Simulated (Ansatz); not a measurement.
# C2H8GeS: the cost of one run

Program: Ansatz 0.2.0. Level of theory: RKS PBE0/def2-SVP. These are calculated values, not measurements.

**1. Starting point**

Bond lengths: Ge1–C2 2.283 Å, C2–C3 1.523 Å, Ge1–S4 2.112 Å, Ge1–H5 1.783 Å, Ge1–H6 1.538 Å, Ge1–H7 1.532 Å, C2–H8 1.091 Å, C2–H9 1.099 Å, C3–H10 1.090 Å, C3–H11 1.091 Å, C3–H12 1.088 Å. Angles (14 of 22 angles, heavy atoms first): Ge1–C2–C3 108.3°, C2–Ge1–S4 91.9°, Ge1–C2–H8 91.0°, Ge1–C2–H9 131.7°, C3–C2–H8 111.2°, C3–C2–H9 108.4°, C2–Ge1–H5 37.7°, C2–Ge1–H6 100.6°, C2–Ge1–H7 95.8°, S4–Ge1–H5 54.2°, S4–Ge1–H6 125.2°, S4–Ge1–H7 123.9°, C2–C3–H10 110.9°, C2–C3–H11 111.4°.

Coordinates:

```xyz
12

Ge   -1.4181    0.5373    0.8162
C     0.6835   -0.1979    0.3099
C     0.7102   -0.5910   -1.1617
S    -0.7446    2.5282    1.0292
H     0.2528    1.1058    0.5627
H    -1.7757   -0.4062    1.9774
H    -2.0828   -0.0079   -0.4514
H     0.5528   -1.0726    0.9488
H     1.6772    0.1810    0.5859
H    -0.1985   -1.1268   -1.4372
H     1.5581   -1.2405   -1.3848
H     0.7850    0.2905   -1.7949
```

**2. Pulling towards end A**

Springs on the bonds that form and break draw the guess towards this end; the thresholds are loose.

File input.yaml:

```yaml
crystal:
  periodic: [false, false, false]
  atoms:
    - { symbol: Ge, position_ang: [-1.4181, 0.5373, 0.8162] }
    - { symbol: C, position_ang: [0.6835, -0.1979, 0.3099] }
    - { symbol: C, position_ang: [0.7102, -0.591, -1.1617] }
    - { symbol: S, position_ang: [-0.7446, 2.5282, 1.0292] }
    - { symbol: H, position_ang: [0.2528, 1.1058, 0.5627] }
    - { symbol: H, position_ang: [-1.7757, -0.4062, 1.9774] }
    - { symbol: H, position_ang: [-2.0828, -0.0079, -0.4514] }
    - { symbol: H, position_ang: [0.5528, -1.0726, 0.9488] }
    - { symbol: H, position_ang: [1.6772, 0.181, 0.5859] }
    - { symbol: H, position_ang: [-0.1985, -1.1268, -1.4372] }
    - { symbol: H, position_ang: [1.5581, -1.2405, -1.3848] }
    - { symbol: H, position_ang: [0.785, 0.2905, -1.7949] }
basis:
  gaussian: { orbitals: def2-SVP }
hamiltonian:
  xc: pbe0
relax:
  f_tol: 0.15
  max_steps: 25
  restrain:
    - { distance: [4, 1], at: 2.37, k: 30.0 }
    - { distance: [0, 1], at: 1.96, k: 30.0 }
    - { distance: [4, 3], at: 1.36, k: 30.0 }
output:
  orbitals: {}
```

On the command line:

```sh
ansatz run input.yaml --threads 2 --pin off --max-ram 3072MiB --backend cpu --events-out ev --progress --plain --runs-dir out
```

What time and memory should one allow on 2 threads of Arm Neoverse V2, shared host?

About 34 s, with a peak of 0.3 GiB.
